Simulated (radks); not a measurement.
**As⁴⁺ in [Ar] 3d10 4d1: an all-electron calculation**

Aim: the levels, the sizes of the orbitals and the parts of the energy of the arsenic ion As4+.

The numbers are computed with radks (a radial shooting solver on a logarithmic mesh, Libxc functionals) version 1 (scalar-relativistic Kohn-Sham, XLYP, spin-unpolarised, spherical densities, point nucleus), except any that are marked as measured or tabulated.

## 1. The atom as given

```
element       : arsenic (Z = 33)
charge        : +4
electrons     : 29
configuration : [Ar] 3d10 4d1
```

The outer shells:

As⁴⁺
```
[Ar] core
3d [↑↓][↑↓][↑↓][↑↓][↑↓]
4d [↑ ][  ][  ][  ][  ]
```

## 2. Self-consistent calculation

The run's settings:

```text
Z 33
configuration [Ar] 3d10 4d1 4s0 4p0
relativity scalar-relativistic
functional xlyp
spin unpolarised
nucleus point
c 137.035999084
```

On the command line:

```console
$ python run_ks.py task.json out
```

This one command runs every case of the session in turn.

Q: Predict the outcome of this run.

The runs gave:

```
                        quantity                value
                    total energy  -2256.56269 hartree
exchange-correlation share of it               3.67 %
                            −T/E               1.0194
          highest occupied level       4d, -29.638 eV
    most extended occupied level  4d, <r> = 2.47 bohr
 radius at density 0.001 e/bohr³            3.61 bohr
    maxima of the radial density                    3
```

**Reading.** 4 principal shells are occupied and 3 maxima appear in the radial density; where shells overlap, one shows as a shoulder or not at all. −T/E is 1.019: with relativity the kinetic term as defined here no longer equals −E. This is not the tabulated ground configuration, so its levels and sizes aren't those of the ground state, and no measured value stands beside it.
